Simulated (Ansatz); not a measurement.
# Be4Pd: the cost of one run

Method: DFT PBE, scalar-relativistic, plane waves, PAW, in Ansatz 0.2.0.

### Step 1. The system as given

It takes space group P6/mmm (No. 191, hexagonal). The conventional cell has a = 2.440 Å, b = 2.440 Å, c = 5.332 Å, α = 90.00°, β = 90.00°, γ = 120.00°. Around Be (site symmetry mmm) lie 4 Be at 1.22 Å and 2 Pd at 1.22 Å. Around Be (site symmetry 6/mmm) lie 6 Be at 2.44 Å and 2 Pd at 2.67 Å. Pd (site symmetry 6/mmm) has 6 Be at 1.22 Å in its first shell of neighbours.

Coordinates:

```xyz
5
Lattice="2.4398 0.0000 0.0000 -1.2199 2.1129 0.0000 0.0000 0.0000 5.3317" Properties=species:S:1:pos:R:3 pbc="T T T"
Be    1.2199    0.0000    0.0000
Be   -0.6099    1.0565    0.0000
Be    0.6099    1.0565    0.0000
Be    0.0000    0.0000    2.6659
Pd    0.0000    0.0000    0.0000
```

A structure generator made this guess: random cell by space group and Wyckoff sites (P6/mmm, No. 191). The dimensions are guesses.

### Step 2. The guess as it stands, on a coarse mesh

input.yaml

```yaml
crystal:
  lattice:
    - [2.43978034, 0.0, 0.0]
    - [-1.21989017, 2.11291175, 0.0]
    - [0.0, 0.0, 5.33171418]
  atoms:
    - { symbol: Be, position: [0.5, 0.0, 0.0] }
    - { symbol: Be, position: [0.0, 0.5, 0.0] }
    - { symbol: Be, position: [0.5, 0.5, 0.0] }
    - { symbol: Be, position: [0.0, 0.0, 0.5] }
    - { symbol: Pd, position: [0.0, 0.0, 0.0] }
basis:
  ecutwfc: 420
kpoints:
  mp_grid: { grid: [12, 12, 4] }
hamiltonian:
  xc: pbe
scf:
  occupations: { method: gaussian, width: 0.1 }
  lower_state_search: "off"
output:
  forces: true
  stress: true
  eigenvalues: true
```

On the command line:

```
$ ansatz run input.yaml --threads 1 --pin off --max-ram 2560MiB --backend cpu --events-out ev --progress --plain --runs-dir out
```

**Question.** How long does this run take on 1 thread of INTEL XEON PLATINUM 8581C at 2.30GHz (Emerald Rapids), shared host, and how much memory does it need?

About 1.8 s, with a peak of 0.38 GiB.
